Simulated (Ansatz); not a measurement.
# GeCl2 + HCl: a complex and its separated parts

Aim: how far the complex at one end of a reaction step lies below its separated, relaxed parts, level by level.

The runs use Ansatz 0.2.0, Gaussian basis; PBE0-D4/def2-TZVP structures, single points in def2-TZVPP, no counterpoise correction.

Levels: SPW92, PBE-D4, BLYP-D4, r2SCAN-D4, B97M-V, PBE0-D4, B3LYP-D4, r2SCAN0-D4, BHLYP-D4, CAM-B3LYP-D4, wB97X-V, wB97M-V, B2PLYP, PBE-QIDH, RPA on PBE, Hartree-Fock, MP2, CCSD, CCSD(T).

Correlated methods freeze the cores. Filled d shells of the heavier atoms are correlated. B3LYP uses VWN-RPA correlation. B2PLYP carries no dispersion term here.

20 further runs of the same task are left out: 20 set aside as unsound or not needed.

## 1. Starting geometry

The complex: 5 atoms, charge 0, spin multiplicity 1.

Atoms are counted from 1 here; the program's logs count them from 0.

Bond lengths: Ge1–Cl2 2.222 Å, Ge1–Cl3 2.189 Å, H4–Cl5 1.287 Å. Angles: Cl2–Ge1–Cl3 99.1°.

As a file:

| atom | x (Å) | y (Å) | z (Å) |
| --- | --- | --- | --- |
| Ge1 | 1.0936 | 0.8803 | 0.0320 |
| Cl2 | 1.1799 | -1.0788 | -1.0125 |
| Cl3 | 1.0137 | 0.1661 | 2.0993 |
| H4 | -1.4358 | -0.5557 | -0.7689 |
| Cl5 | -1.8513 | 0.5880 | -0.3502 |

Its parts: GeCl2 holds atoms 1, 2, 3; HCl holds atoms 4, 5. Each part counts its atoms afresh in its own runs.

## 2. Relaxing GeCl2 alone

Input file relax-a/in.yaml:

```yaml
crystal:
  periodic: [false, false, false]
  atoms:
    - {symbol: Ge, position_ang: [1.093592, 0.880291, 0.032043]}
    - {symbol: Cl, position_ang: [1.179874, -1.078809, -1.012458]}
    - {symbol: Cl, position_ang: [1.013713, 0.166140, 2.099313]}
basis:
  gaussian: {orbitals: def2-TZVP}
hamiltonian: {xc: pbe0, dispersion: d4}
relax: {f_tol: 0.005, max_steps: 200}
```

The command line of these runs was not kept.

Further steps of the session: Relaxing HCl alone; wB97M-V/def2-TZVPP; CCSD(T)/def2-TZVPP; Vibrations of GeCl2; Vibrations of HCl.

What does the calculation give? Wanted: complex less parts, CCSD(T)/def2-TZVPP; with zero-point energy; largest T1 diagnostic.

The runs gave:

| quantity | value |
| --- | --- |
| complex less parts, CCSD(T)/def2-TZVPP | -13.2 kJ/mol |
| with zero-point energy | -9.5 kJ/mol |
| largest T1 diagnostic | 0.013 |

**Reading.** At CCSD(T) the complex lies 13.2 kJ/mol below its parts. Among the functionals B2PLYP lands nearest to CCSD(T) (+1.5 kJ/mol) and SPW92 farthest (-24.0 kJ/mol). By rung, the mean size of the error is: LDA 24.0, GGA 11.0, meta-GGA 7.5, hybrid 8.2, range-separated hybrid 6.8, double hybrid 2.5 kJ/mol. PBE-D4 gives a relative energy 12.2 kJ/mol too low, outside chemical accuracy (1 kcal/mol, 4.2 kJ/mol). No counterpoise was applied, and triple zeta lacks some correlation, so the CCSD(T) reference has a basis error of its own, and close matches with it are partly luck.
